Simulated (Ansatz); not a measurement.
**C10H19NTi: relaxing the structure**

The task is to find a stationary geometry of C10H19NTi, and look at its orbitals and charge.

Computed with Ansatz 0.2.0, Gaussian basis. Level: RKS PBE0-D4/def2-TZVP.

Plan: relaxation at PBE0-D4/def2-TZVP; a single point in def2-TZVPP for the fields.

### Step 1. Where the work starts

31 atoms, charge 0, spin multiplicity 1.

Atoms are counted from 1 here; the program's logs count them from 0.

Bond lengths: C1–N2 1.440 Å, C1–H13 1.105 Å, C1–H14 1.103 Å, C1–H15 1.094 Å, N2–C3 1.441 Å, N2–Ti4 1.821 Å, C3–H16 1.096 Å, C3–H17 1.106 Å, C3–H18 1.103 Å, Ti4–C5 2.078 Å, Ti4–C6 2.078 Å, Ti4–C7 2.361 Å, Ti4–C8 2.365 Å, Ti4–C9 2.355 Å, Ti4–C10 2.347 Å, Ti4–C12 2.352 Å, C5–H19 1.100 Å, C5–H20 1.099 Å and more. Angles: N2–C1–H13 111.0°, N2–C1–H14 111.1°, N2–C1–H15 110.1°, H13–C1–H14 107.2°, H13–C1–H15 108.8°, H14–C1–H15 108.4°, C1–N2–C3 111.5°, C1–N2–Ti4 125.5°, C3–N2–Ti4 122.2°, N2–C3–H16 110.2°, N2–C3–H17 111.1°, N2–C3–H18 111.1°, H16–C3–H17 108.7°, H16–C3–H18 108.4°, H17–C3–H18 107.2°, N2–Ti4–C5 100.7°, N2–Ti4–C6 100.2°, N2–Ti4–C7 111.7° and more.

Geometry (Å):

```xyz
31

C     0.59056    2.47370   -0.27917
N     0.18472    1.45856    0.65856
C     0.64814    1.75580    1.99053
Ti   -0.54411   -0.15192    0.22217
C    -1.88739    0.42042   -1.25684
C    -1.99572   -0.31335    1.70019
C     0.74867   -1.94707    1.04695
C    -0.29158   -2.50326    0.27605
C    -0.11703   -2.08178   -1.05764
C     1.03329   -1.26153   -1.11554
C     1.66212   -0.70311   -2.36109
C     1.56874   -1.18495    0.18809
H     1.68822    2.60318   -0.27363
H     0.14589    3.45025   -0.02442
H     0.27249    2.20179   -1.28987
H     0.38294    0.94132    2.67380
H     1.74534    1.89102    2.00877
H     0.19750    2.68901    2.36925
H    -1.38987    0.53544   -2.23093
H    -2.38682    1.37137   -1.02626
H    -2.67199   -0.33901   -1.37955
H    -1.57095   -0.72466    2.62731
H    -2.45875    0.65145    1.94593
H    -2.79837   -0.99130    1.37983
H     0.95301   -2.16481    2.09015
H    -1.02130   -3.22564    0.62277
H    -0.68479   -2.43054   -1.91289
H     2.21948    0.20918   -2.14344
H     0.90759   -0.48362   -3.11786
H     2.36013   -1.42880   -2.78806
H     2.50985   -0.71713    0.45684
```

The start is a GFN2-xTB geometry.

### Step 2. Geometry optimisation, PBE0-D4/def2-TZVP

in.yaml

```yaml
crystal:
  periodic: [false, false, false]
  atoms:
    - {symbol: C, position_ang: [0.590560, 2.473700, -0.279170]}
    - {symbol: N, position_ang: [0.184720, 1.458560, 0.658560]}
    - {symbol: C, position_ang: [0.648140, 1.755800, 1.990530]}
    - {symbol: Ti, position_ang: [-0.544110, -0.151920, 0.222170]}
    - {symbol: C, position_ang: [-1.887390, 0.420420, -1.256840]}
    - {symbol: C, position_ang: [-1.995720, -0.313350, 1.700190]}
    - {symbol: C, position_ang: [0.748670, -1.947070, 1.046950]}
    - {symbol: C, position_ang: [-0.291580, -2.503260, 0.276050]}
    - {symbol: C, position_ang: [-0.117030, -2.081780, -1.057640]}
    - {symbol: C, position_ang: [1.033290, -1.261530, -1.115540]}
    - {symbol: C, position_ang: [1.662120, -0.703110, -2.361090]}
    - {symbol: C, position_ang: [1.568740, -1.184950, 0.188090]}
    - {symbol: H, position_ang: [1.688220, 2.603180, -0.273630]}
    - {symbol: H, position_ang: [0.145890, 3.450250, -0.024420]}
    - {symbol: H, position_ang: [0.272490, 2.201790, -1.289870]}
    - {symbol: H, position_ang: [0.382940, 0.941320, 2.673800]}
    - {symbol: H, position_ang: [1.745340, 1.891020, 2.008770]}
    - {symbol: H, position_ang: [0.197500, 2.689010, 2.369250]}
    - {symbol: H, position_ang: [-1.389870, 0.535440, -2.230930]}
    - {symbol: H, position_ang: [-2.386820, 1.371370, -1.026260]}
    - {symbol: H, position_ang: [-2.671990, -0.339010, -1.379550]}
    - {symbol: H, position_ang: [-1.570950, -0.724660, 2.627310]}
    - {symbol: H, position_ang: [-2.458750, 0.651450, 1.945930]}
    - {symbol: H, position_ang: [-2.798370, -0.991300, 1.379830]}
    - {symbol: H, position_ang: [0.953010, -2.164810, 2.090150]}
    - {symbol: H, position_ang: [-1.021300, -3.225640, 0.622770]}
    - {symbol: H, position_ang: [-0.684790, -2.430540, -1.912890]}
    - {symbol: H, position_ang: [2.219480, 0.209180, -2.143440]}
    - {symbol: H, position_ang: [0.907590, -0.483620, -3.117860]}
    - {symbol: H, position_ang: [2.360130, -1.428800, -2.788060]}
    - {symbol: H, position_ang: [2.509850, -0.717130, 0.456840]}
basis:
  gaussian: {orbitals: def2-TZVP}
hamiltonian: {xc: pbe0, dispersion: d4}
relax: {f_tol: 0.005, max_steps: 150}
```

On the command line:

```sh
ansatz run in.yaml --threads 11 --pin off --events-out ev --progress --plain --max-ram 166912MiB --backend cuda --devices 0, --max-vram 75GiB
```

The runs that follow: Orbitals, density and potential.

Q: Predict the results of all the runs planned. Wanted: point group; shift from the start; total energy; dispersion term; dipole moment; HOMO, LUMO.

As calculated:

| quantity | value |
| --- | --- |
| point group | C1 |
| steps | 31 |
| shift from the start (rms) | 0.408 Å |
| total energy | -35271.0550 eV |
| dispersion term | -822 meV |
| dipole moment | 1.88 D |
| HOMO, LUMO | -6.15, -1.09 eV |

In words: The atoms moved 0.41 Å (rms) from the start; the bond that changed most is N2–Ti4, from 1.821 to 1.895 Å. No vibrations were run, so it is not proven to be a minimum. The largest Mulliken charge, +0.78 e, sits on Ti4. The HOMO lies mostly on N2 48 %; Ti4 9 % and the LUMO on Ti4 66 %.
